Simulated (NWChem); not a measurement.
# One shape, several levels: CH3BF2S (methylthiodifluoroborane)

We compute a comparison of 3 runs (HF/STO-3G, HF/3-21G, B3LYP/6-31G*) of CH3BF2S (methylthiodifluoroborane). 

Program for the calculation: NWChem 7.3.0.

**1. Starting point**

CH3BF2S has 8 atoms, charge 0, and is taken as a singlet. As SMILES, `CSB(F)F`. The coordinates come from a PBE0-D4/def2-TZVP relaxation.

Bond lengths: C1–S2 1.812 Å, S2–B3 1.791 Å, B3–F4 1.320 Å, B3–F5 1.323 Å, C1–H6 1.088 Å, C1–H7 1.089 Å, C1–H8 1.088 Å. Angles: C1–S2–B3 101.2°, S2–B3–F4 119.6°, S2–B3–F5 122.5°, F4–B3–F5 117.9°, S2–C1–H6 110.8°, S2–C1–H7 106.5°, S2–C1–H8 110.8°, H6–C1–H7 109.3°, H6–C1–H8 110.0°, H7–C1–H8 109.3°.

**2. Energy and forces at HF/STO-3G (run 1)**

ch3bf2s.xyz

```xyz
8
CH3BF2S hf
C     -0.803300     0.136900     0.921900
S      0.719300    -0.779600     0.569900
B      1.068100    -0.245300    -1.103500
F      2.133800    -0.711800    -1.727700
F      0.295400     0.609600    -1.753200
H     -0.637500     1.209000     0.840300
H     -1.080700    -0.107300     1.946100
H     -1.603000    -0.168600     0.250500
```

run.py

```python
from ase.io import read
from ase.calculators.nwchem import NWChem

mol = read('ch3bf2s.xyz')

calc = NWChem(
    label='ch3bf2s',
    theory='scf',
    memory='2200 mb',
    basis='STO-3G',
    basispar='spherical bse',
    scf={'nopen': '0', 'rhf': None, 'thresh': '1e-08', 'maxiter': '80'},
)
mol.calc = calc

forces = mol.get_forces()
e = mol.get_potential_energy()
print(f"E = {e:.6f} eV")
print("forces (eV/A):")
for s, f in zip(mol.symbols, forces):
    print(f"{s:2s} {f[0]:10.5f} {f[1]:10.5f} {f[2]:10.5f}")
print("dipole (e A):", mol.get_dipole_moment().round(4))
```

Launch:

```bash
export ASE_NWCHEM_COMMAND="nwchem PREFIX.nwi > PREFIX.nwo"
python run.py
```

Output:

```text
E = -17767.213491 eV
forces (eV/A):
C     0.58575   -0.38572   -0.04093
S    -0.07806    0.07580   -0.04283
B     0.02427    0.14835   -0.35692
F    -0.48095    0.25701    0.18188
F     0.40623   -0.42505    0.28909
H    -0.24533   -0.06407    0.02674
H    -0.15447    0.19000   -0.19597
H    -0.05739    0.20368    0.13899
dipole (e A): [-0.1795  0.091   0.0787]
```

The calculator wrote ch3bf2s.nwi:

```
title "ch3bf2s"

permanent_dir ch3bf2s

scratch_dir ch3bf2s

start ch3bf2s

geometry units angstrom nocenter noautosym noautoz
  C  -8.0330000000000001e-01 1.3689999999999999e-01 9.2190000000000005e-01
  S  7.1930000000000005e-01 -7.7959999999999996e-01 5.6989999999999996e-01
  B  1.0681000000000000e+00 -2.4529999999999999e-01 -1.1034999999999999e+00
  F  2.1337999999999999e+00 -7.1179999999999999e-01 -1.7277000000000000e+00
  F  2.9540000000000000e-01 6.0960000000000003e-01 -1.7532000000000001e+00
  H  -6.3749999999999996e-01 1.2090000000000001e+00 8.4030000000000005e-01
  H  -1.0807000000000000e+00 -1.0730000000000001e-01 1.9460999999999999e+00
  H  -1.6030000000000000e+00 -1.6860000000000000e-01 2.5050000000000000e-01
end

memory 2200 mb

basis spherical bse noprint
   * library STO-3G
end

scf
  nopen 0
  rhf
  thresh 1e-08
  maxiter 80
end

task scf gradient
```

ch3bf2s.nwo, shortened:

```text
[...]
      One-electron energy =  -1339.255085107262
[... 1 line left out ...]
 Nuclear repulsion energy =    215.660171270629
[... 40 lines left out ...]
                       ROHF Final Molecular Orbital Analysis
[... 210 lines left out ...]
     1   1 0 0     -0.339195      0.000000     57.771002
[...]
  wavefunction    =   RHF
                         RHF ENERGY GRADIENTS
    atom               coordinates                        gradient
                 x          y          z           x          y          z
   1 C      -1.518017   0.258703   1.742138   -0.011391   0.007501   0.000796
   2 S       1.359280  -1.473230   1.076955    0.001518  -0.001474   0.000833
   3 B       2.018416  -0.463550  -2.085313   -0.000472  -0.002885   0.006941
[... 4 lines of this table left out ...]
   8 H      -3.029231  -0.318608   0.473376    0.001116  -0.003961  -0.002703
[...]
```

Wall time 3.3 s (1 thread of Intel Xeon Platinum 8488C (Sapphire Rapids), shared host); peak memory 0.096 GiB.

**3. Energy and gradient at HF/3-21G (run 2)**

test.nw

```
start test
memory 2200 mb
geometry noautosym nocenter noautoz
 C       -0.803300       0.136900       0.921900
 S        0.719300      -0.779600       0.569900
 B        1.068100      -0.245300      -1.103500
 F        2.133800      -0.711800      -1.727700
 F        0.295400       0.609600      -1.753200
 H       -0.637500       1.209000       0.840300
 H       -1.080700      -0.107300       1.946100
 H       -1.603000      -0.168600       0.250500
end
basis spherical bse
 * library 3-21G
end
scf
 thresh 1e-08
 maxiter 80
 noprint "final vectors analysis"
end
task scf gradient
```

Launch:

```bash
nwchem test.nw > test.out
```

Output:

```text
[...]
  functions       =    55
[...]
  wavefunction    = RHF
[...]
         Total SCF energy =   -657.470351106921
      One-electron energy =  -1339.087204894921
      Two-electron energy =    465.956682517371
 Nuclear repulsion energy =    215.660171270629
        Time for solution =      1.7s
[...]
                         RHF ENERGY GRADIENTS
    atom               coordinates                        gradient
                 x          y          z           x          y          z
   1 C      -1.518017   0.258703   1.742138    0.031765  -0.017264  -0.011677
   2 S       1.359280  -1.473230   1.076955   -0.021496   0.016539  -0.002644
   3 B       2.018416  -0.463550  -2.085313   -0.001811   0.005848  -0.009621
   4 F       4.032297  -1.345107  -3.264880   -0.015642   0.005680   0.011661
   5 F       0.558225   1.151977  -3.313068    0.011730  -0.012743   0.009298
   6 H      -1.204700   2.284679   1.587937    0.001650   0.007172  -0.000193
   7 H      -2.042227  -0.202768   3.677596   -0.000889  -0.002604   0.007573
   8 H      -3.029231  -0.318608   0.473376   -0.005307  -0.002628  -0.004397
[...]
```

Run time: 3.3 s. Hardware: 1 thread of Intel Xeon Platinum 8488C (Sapphire Rapids), shared host; peak memory 0.097 GiB.

**4. Energy and forces at B3LYP/6-31G(d) (Cartesian functions) (run 3)**

run.py

```python
from ase import Atoms
from ase.calculators.nwchem import NWChem

molecule = Atoms(['C', 'S', 'B', 'F', 'F', 'H', 'H', 'H'], positions=[
    [-0.803300, 0.136900, 0.921900],
    [0.719300, -0.779600, 0.569900],
    [1.068100, -0.245300, -1.103500],
    [2.133800, -0.711800, -1.727700],
    [0.295400, 0.609600, -1.753200],
    [-0.637500, 1.209000, 0.840300],
    [-1.080700, -0.107300, 1.946100],
    [-1.603000, -0.168600, 0.250500],
])

calc = NWChem(
    label='ch3bf2s',
    theory='dft',
    memory='2200 mb',
    basis='6-31G*',
    dft={'xc': 'b3lyp', 'mult': '1', 'grid': 'xfine', 'convergence': 'energy 1e-08', 'iterations': '100', 'mulliken': None},
)
molecule.calc = calc

forces = molecule.get_forces()
print("Total energy (eV):", round(molecule.get_potential_energy(), 6))
print("forces (eV/A):")
for s, f in zip(molecule.symbols, forces):
    print(f"{s:2s} {f[0]:10.5f} {f[1]:10.5f} {f[2]:10.5f}")
print("dipole (e A):", molecule.get_dipole_moment().round(4))
```

Launch:

```bash
export ASE_NWCHEM_COMMAND="nwchem PREFIX.nwi > PREFIX.nwo"
python run.py
```

Output:

```text
Total energy (eV): -18035.260498
forces (eV/A):
C    -0.29789    0.16244    0.11297
S     0.41688   -0.38479    0.19180
B     0.10279   -0.00113   -0.15596
F     0.23438   -0.12218   -0.09606
F    -0.22816    0.20142   -0.08269
H    -0.03769    0.12588   -0.00591
H    -0.07019    0.00864    0.09338
H    -0.12007    0.00962   -0.05754
dipole (e A): [-0.332   0.1522  0.1784]
```

The calculator wrote ch3bf2s.nwi:

```
title "ch3bf2s"

permanent_dir ch3bf2s

scratch_dir ch3bf2s

start ch3bf2s

geometry units angstrom nocenter noautosym noautoz
  C  -8.0330000000000001e-01 1.3689999999999999e-01 9.2190000000000005e-01
  S  7.1930000000000005e-01 -7.7959999999999996e-01 5.6989999999999996e-01
  B  1.0681000000000000e+00 -2.4529999999999999e-01 -1.1034999999999999e+00
  F  2.1337999999999999e+00 -7.1179999999999999e-01 -1.7277000000000000e+00
  F  2.9540000000000000e-01 6.0960000000000003e-01 -1.7532000000000001e+00
  H  -6.3749999999999996e-01 1.2090000000000001e+00 8.4030000000000005e-01
  H  -1.0807000000000000e+00 -1.0730000000000001e-01 1.9460999999999999e+00
  H  -1.6030000000000000e+00 -1.6860000000000000e-01 2.5050000000000000e-01
end

memory 2200 mb

basis noprint
   * library 6-31G*
end

dft
  xc b3lyp
  mult 1
  grid xfine
  convergence energy 1e-08
  iterations 100
  mulliken
end

task dft gradient
```

ch3bf2s.nwo, shortened:

```text
[...]
         Total DFT energy =     -662.783603960569
[...]
  wavefunction    = closed shell
                         DFT ENERGY GRADIENTS
    atom               coordinates                        gradient
                 x          y          z           x          y          z
   1 C      -1.518017   0.258703   1.742138    0.005793  -0.003159  -0.002197
   2 S       1.359280  -1.473230   1.076955   -0.008107   0.007483  -0.003730
   3 B       2.018416  -0.463550  -2.085313   -0.001999   0.000022   0.003033
[... 4 lines of this table left out ...]
   8 H      -3.029231  -0.318608   0.473376    0.002335  -0.000187   0.001119
[...]
```

Wall time 37 s (1 thread of Intel Xeon Platinum 8488C (Sapphire Rapids), shared host); peak memory 0.14 GiB.

**5. Overview of the runs**

```csv
run,level,Cartesian functions,iteration cap,energy (Eh),dipole moment (D),HOMO energy (eV),LUMO energy (eV),wall time
1,HF/STO-3G,no,80,-652.933058,1.04,-7.50,8.79,3.3 s
2,HF/3-21G,no,80,-657.470351,2.28,–,–,3.3 s
3,B3LYP/6-31G* (Cartesian functions),yes,100,-662.783604,1.95,-7.27,0.52,37 s
```

**6. Results**

| quantity | value |
| --- | --- |
| run 3: total energy | -662.78360 Eh |
| run 3: dipole moment | 1.95 D |
| run 3: HOMO energy | -7.27 eV |
| run 3: LUMO energy | 0.52 eV |
| run 3: HOMO–LUMO gap | 7.79 eV |
| run 3: largest force on an atom | 0.599 eV/Å |

What this shows: The dipole moment (its size) runs from 1.04 D (HF/STO-3G) to 2.28 D (HF/3-21G). In run 1 the basis is minimal, so the values are rough. All runs together took 44 s, the longest 37 s.
